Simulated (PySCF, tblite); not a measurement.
# C₃H₇NO₂Si: geometry, infrared bands and NMR shifts

Wanted: the infrared bands and NMR shifts of C₃H₇NO₂Si (`NC(=O)[Si@H]1CCO1`), by calculation.

Computed with tblite 0.8.0 and PySCF 2.14.0, with density-fitted response routines of our own, on a single molecule in the gas phase. Atoms count from 0, in the outputs and in this text.

## 1. The molecule as given

14 atoms, charge 0, multiplicity 1; geometry from: force field or distance geometry start.

Bonds of the start (Å): N0–C1 1.38, C1–O2 1.22, C1–Si3 1.88, Si3–C4 1.85, C4–C5 1.55, C5–O6 1.46, O6–Si3 1.68, N0–H7 1.01, N0–H8 1.02, Si3–H9 1.50, C4–H10 1.09, C4–H11 1.10, C5–H12 1.09, C5–H13 1.09.

## 2. Optimising the geometry with GFN2-xTB

Job settings and geometry (Å):

```
{"job": {"kind": "relax", "xc": "GFN2-xTB", "basis": "xTB"}, "charge": 0, "multiplicity": 1}
N      2.494200    -0.523400    -0.317300
C      1.771300     0.544600     0.171800
O      2.226000     1.678700     0.177300
Si     0.051800     0.278700     0.887100
C     -1.383500     0.735300    -0.180000
C     -1.882200    -0.691400     0.145700
O     -0.598300    -1.236300     0.573000
H      3.414000    -0.345200    -0.692000
H      2.124700    -1.468800    -0.321400
H     -0.140200     0.585000     2.341900
H     -2.029600     1.542900     0.163500
H     -1.138900     0.886200    -1.239300
H     -2.286100    -1.239700    -0.700800
H     -2.623800    -0.747100     0.948200
```

The run is started by

```bash
$ OMP_NUM_THREADS=1 python probes_run.py task.json out
```

The driver reads the jobs from task.json and runs them one after another.

**Question.** This job is followed by: GFN2-xTB harmonic vibrations, gas phase; GIAO PBE0/pcSseg-1 NMR shielding, non-relativistic, gas phase. Predict these results of the whole session: strongest single infrared mode (GFN2-xTB); zero-point energy (GFN2-xTB); 13C shifts against TMS (PBE0/pcSseg-1); 1H shifts against TMS (PBE0/pcSseg-1, means over atoms taken as alike); 15N shifts against NH3 (PBE0/pcSseg-1); 17O shifts against H2O (PBE0/pcSseg-1); 29Si shifts against TMS (PBE0/pcSseg-1); surface potential, 1st and 99th percentile.

As calculated:

```
                                                              quantity                                   value
                             strongest single infrared mode (GFN2-xTB)                   1721 cm⁻¹, 423 km/mol
                                          zero-point energy (GFN2-xTB)                           64.0 kcal/mol
                                13C shifts against TMS (PBE0/pcSseg-1)                   180.8, 71.2, 23.3 ppm
1H shifts against TMS (PBE0/pcSseg-1, means over atoms taken as alike)  5.77, 5.63, 4.98, 4.79, 2.42, 2.15 ppm
                                15N shifts against NH3 (PBE0/pcSseg-1)                               132.9 ppm
                                17O shifts against H2O (PBE0/pcSseg-1)                         490.1, 71.4 ppm
                               29Si shifts against TMS (PBE0/pcSseg-1)                                 5.5 ppm
                                 surface potential, 1st and 99th percentile                      -1.89 V and 1.86 V
```

What this shows: Relaxing lowered the energy by 0.265 eV in 108 steps; the close pair that moved most is Si3–C4, from 1.846 to 1.912 Å. All 36 modes are real, so the xTB geometry is a minimum. The strongest single mode, at 1721 cm⁻¹, moves mainly C1 and O2. GFN2-xTB is a fitted tight-binding method: band positions and strengths are rough. Its intensities can rank the bands wrongly. At PBE0/pcSseg-1: The widest tensor belongs to O2: span 891 ppm, with a paramagnetic part of -551 ppm. By nearest atom (PBE0/pcSseg-1), the HOMO sits on O2 58 %; C1 11 % and the LUMO on C1 24 %; Si3 23 %.
